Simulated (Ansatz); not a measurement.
**CH6BPSSi: how energies converge with the basis set**

An exercise on one series of results from a longer session: the logs are not shown, and one member is left open.

Program: Ansatz 0.2.0, Gaussian basis. Level of theory: one geometry, several basis sets. These are calculated values, not measurements.

Levels to be run: PBE0-D4/def2-SVP; ωB97M-V/def2-SVP; PBE0-D4/def2-QZVPP; ωB97M-V/def2-QZVPP; the functionals' def2-TZVPP values are taken from earlier runs.

**Structure used throughout**

The geometry comes from an earlier relaxation with PBE0-D4 in a triple-zeta def2 set; it is a stationary point, not always the lowest conformer.

SMILES `PB1C[SiH2]S1`, 11 atoms, charge 0, spin multiplicity 1.

Atoms are counted from 1 here; the program's logs count them from 0.

Bond lengths: P1–B2 1.902 Å, P1–H6 1.417 Å, P1–H7 1.415 Å, B2–C3 1.588 Å, B2–S5 1.816 Å, C3–Si4 1.864 Å, C3–H8 1.091 Å, C3–H9 1.094 Å, Si4–S5 2.158 Å, Si4–H10 1.487 Å, Si4–H11 1.486 Å. Angles: B2–P1–H6 97.9°, B2–P1–H7 99.5°, H6–P1–H7 96.8°, P1–B2–C3 126.9°, P1–B2–S5 123.9°, C3–B2–S5 108.7°, B2–C3–Si4 89.2°, B2–C3–H8 115.9°, B2–C3–H9 111.2°, Si4–C3–H8 118.6°, Si4–C3–H9 113.0°, H8–C3–H9 108.0°, C3–Si4–S5 86.7°, C3–Si4–H10 118.3°, C3–Si4–H11 116.0°, S5–Si4–H10 113.6°, S5–Si4–H11 112.0°, H10–Si4–H11 108.7° and more.

Geometry (Å):

```mol
CH6BPSSi
  3D, bonds by distance, orders not assigned

 11 11  0  0  0  0  0  0  0  0999 V2000
   -0.1282    2.2323    1.1175 P   0  0
   -0.0297    0.6669    0.0416 B   0  0
    0.0440   -0.8354    0.5504 C   0  0
    0.5634   -1.3614   -1.1607 Si  0  0
    0.2323    0.6865   -1.7550 S   0  0
   -1.1953    1.8268    1.9562 H   0  0
   -0.8926    3.0585    0.2594 H   0  0
    0.7230   -1.0230    1.3840 H   0  0
   -0.9461   -1.2078    0.8310 H   0  0
   -0.2909   -2.3377   -1.8877 H   0  0
    1.9854   -1.7627   -1.3162 H   0  0
  1  2  8  0
  2  3  8  0
  3  4  8  0
  4  5  8  0
  1  6  8  0
  1  7  8  0
  3  8  8  0
  3  9  8  0
  4 10  8  0
  4 11  8  0
  2  5  8  0
M  END
```

Set-up of the first run:

in.yaml

```yaml
crystal:
  periodic: [false, false, false]
  atoms:
    - {symbol: P, position_ang: [-0.128152, 2.232317, 1.117523]}
    - {symbol: B, position_ang: [-0.029741, 0.666923, 0.041624]}
    - {symbol: C, position_ang: [0.044032, -0.835403, 0.550351]}
    - {symbol: Si, position_ang: [0.563448, -1.361433, -1.160666]}
    - {symbol: S, position_ang: [0.232280, 0.686503, -1.755024]}
    - {symbol: H, position_ang: [-1.195312, 1.826780, 1.956171]}
    - {symbol: H, position_ang: [-0.892557, 3.058476, 0.259447]}
    - {symbol: H, position_ang: [0.723002, -1.023040, 1.383974]}
    - {symbol: H, position_ang: [-0.946101, -1.207817, 0.831040]}
    - {symbol: H, position_ang: [-0.290925, -2.337678, -1.887740]}
    - {symbol: H, position_ang: [1.985427, -1.762728, -1.316201]}
basis:
  gaussian: {orbitals: def2-SVP}
hamiltonian: {xc: pbe0, dispersion: d4}
output: {orbitals: {seedname: orbitals}}
```

Started as:

```bash
> ansatz run in.yaml --threads 4 --pin off --events-out ev --progress --plain --max-ram 10444MiB
```

Among the steps run: PBE0-D4 in def2-SVP; ωB97M-V in def2-SVP; PBE0-D4 in def2-QZVPP; ωB97M-V in def2-QZVPP.

One table of the session follows, with a row left open; its other results are not shown here.

It belongs to the step «Functionals by basis». 

```
functional       basis  HOMO (eV)
   PBE0-D4    def2-SVP      -7.13
   PBE0-D4  def2-TZVPP      -7.19
   PBE0-D4  def2-QZVPP      -7.20
   ωB97M-V    def2-SVP      -9.16
   ωB97M-V  def2-TZVPP          ?
   ωB97M-V  def2-QZVPP      -9.27
```

Estimate the missing values for ωB97M-V, def2-TZVPP.

**Answer.** HOMO (eV): -9.25. In the column «HOMO (eV)» it lies between ωB97M-V, def2-QZVPP (-9.27) and ωB97M-V, def2-SVP (-9.16).
